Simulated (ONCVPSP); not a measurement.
# Pseudopotential generation for hafnium: ONCV, LDA (Perdew-Wang 92)

Task: generate the file, and judge it by its errors in other configurations, its logarithmic derivatives, its ghosts and its cutoff.

Method: ONCVPSP 4.0.1.1 (patched build), LDA (Perdew-Wang 92), scalar-relativistic.

### Step 1. Settings

The settings as typed:

- element: hafnium (Hf, Z = 72)
- type: optimised norm-conserving Vanderbilt (ONCV)
- frozen core: [Kr] 4d10
- valence charge: 26
- reference configuration: 4f14 5s2 5p6 5d2 6s1.75 6p0.25
- partial waves: 5s+6s: rc 1.60 bohr, ncon 5, nbas 8, qcut 7.3 1/bohr, 3 projectors, debl 2.2 Ha; 5p+6p: rc 2.40 bohr, ncon 3, nbas 8, qcut 6.8 1/bohr, 2 projectors; 5d: rc 2.20 bohr, ncon 4, nbas 8, qcut 4.2 1/bohr, 2 projectors, debl 2.5 Ha; 4f: rc 0.60 bohr, ncon 4, nbas 7, qcut 16.6 1/bohr, 2 projectors, debl 3.5 Ha
- local potential: polynomial inside 0.45 bohr (lpopt 5, dvloc0 3 Ha)
- core correction: not asked for

An earlier all-electron run gives the scale for the radii.

All-electron outer shells of the reference configuration (LDA (PZ), scalar-relativistic, ld1.x):

| shell | level (eV) | outermost node (bohr) | outermost maximum (bohr) |
| --- | --- | --- | --- |
| 4p | -378.74 | 0.25 | 0.46 |
| 4d | -206.85 | 0.23 | 0.47 |
| 5s | -67.55 | 0.55 | 1.01 |
| 5p | -36.09 | 0.60 | 1.16 |
| 4f | -17.42 | – | 0.45 |
| 6s | -5.52 | 1.37 | 2.85 |
| 5d | -3.19 | 0.67 | 1.69 |
| 6p | -1.66 | 1.66 | 4.00 |

### Step 2. The generation run

Contents of Hf.dat:

```
# ATOM AND REFERENCE CONFIGURATION
# atsym  z   nc   nv     iexc    psfile
  Hf 72.00    9    6  -001012      upf
#
#   n    l    f
    1    0    2.00
    2    0    2.00
    2    1    6.00
    3    0    2.00
    3    1    6.00
    3    2   10.00
    4    0    2.00
    4    1    6.00
    4    2   10.00
    4    3   14.00
    5    0    2.00
    5    1    6.00
    5    2    2.00
    6    0    1.75
    6    1    0.25
#
# PSEUDOPOTENTIAL AND OPTIMIZATION
# lmax
    3
#
#   l,   rc,      ep,       ncon, nbas, qcut
    0    1.60    0.00    5    8    7.30
    1    2.40    0.00    3    8    6.80
    2    2.20    0.00    4    8    4.20
    3    0.60    0.00    4    7   16.60
#
# LOCAL POTENTIAL
# lloc, lpopt,  rc(5),   dvloc0
    4    5    0.45    3.00
#
# VANDERBILT-KLEINMAN-BYLANDER PROJECTORs
# l, nproj, debl
    0    3    2.20
    1    2    2.80
    2    2    2.50
    3    2    3.50
#
# MODEL CORE CHARGE
# icmod, fcfact, rcfact
    0    0.00    0.00
#
# LOG DERIVATIVE ANALYSIS
# epsh1, epsh2, depsh
   -4.00    5.00    0.02
#
# OUTPUT GRID
# rlmax, drl
    6.00    0.01
#
# TEST CONFIGURATIONS
# ncnf
    4
# nvcnf
#   n    l    f
    6
    4    3   14.00
    5    0    2.00
    5    1    6.00
    5    2    2.00
    6    0    2.00
    6    1    0.00
#
    6
    4    3   14.00
    5    0    2.00
    5    1    6.00
    5    2    2.00
    6    0    1.00
    6    1    0.00
#
    6
    4    3   14.00
    5    0    2.00
    5    1    6.00
    5    2    2.00
    6    0    0.00
    6    1    0.00
#
    6
    4    3   14.00
    5    0    2.00
    5    1    6.00
    5    2    2.00
    6    0    1.50
    6    1    0.00
#
```

The run is started by

```
$ oncvpsp.x < Hf.dat > Hf.out
```

What does the calculation give? Wanted: cutoffs for 1 and 0.1 mHa per electron, occupied waves; bound ghosts; GHOST(+) flags; largest miss of a reference level; largest test error; largest phase difference near zero energy, channels read.

The runs gave:

| quantity | value |
| --- | --- |
| cutoffs for 1 and 0.1 mHa per electron, occupied waves | 618 Ha and 955 Ha |
| bound ghosts | s at -1956.73 eV, p at -785.54 eV, d at -348.28 eV |
| GHOST(+) flags | s at 176 eV, f at 6247 eV |
| largest miss of a reference level | 21 meV (4f) |
| largest test error (AE − PS) | -6.5 meV, for 4f14 5s2 5p6 5d2 6s0 6p0 |
| largest phase difference near zero energy, channels read | 0.000 rad |

**Reading.** It has a bound ghost (s, p, d), a state that the atom doesn't have, and that rules the file out. The worst unpolarised test, 4f14 5s2 5p6 5d2 6s0 6p0, is off by 6.5 meV on 21.7 eV; by total energies transferability rates as good. Atomic tests can pass in spite of a ghost, since they solve only for the levels asked. The potential is very hard: the looser tolerance needs 618 Ha. At the looser tolerance the 4f wave is the slowest; 5s needs 23 Ha. Near zero energy the phases of the channels with partial waves agree within 0.001 rad. The program also flags highly localised states, GHOST(+) (s, f). All of this concerns the isolated atom, not yet a solid.
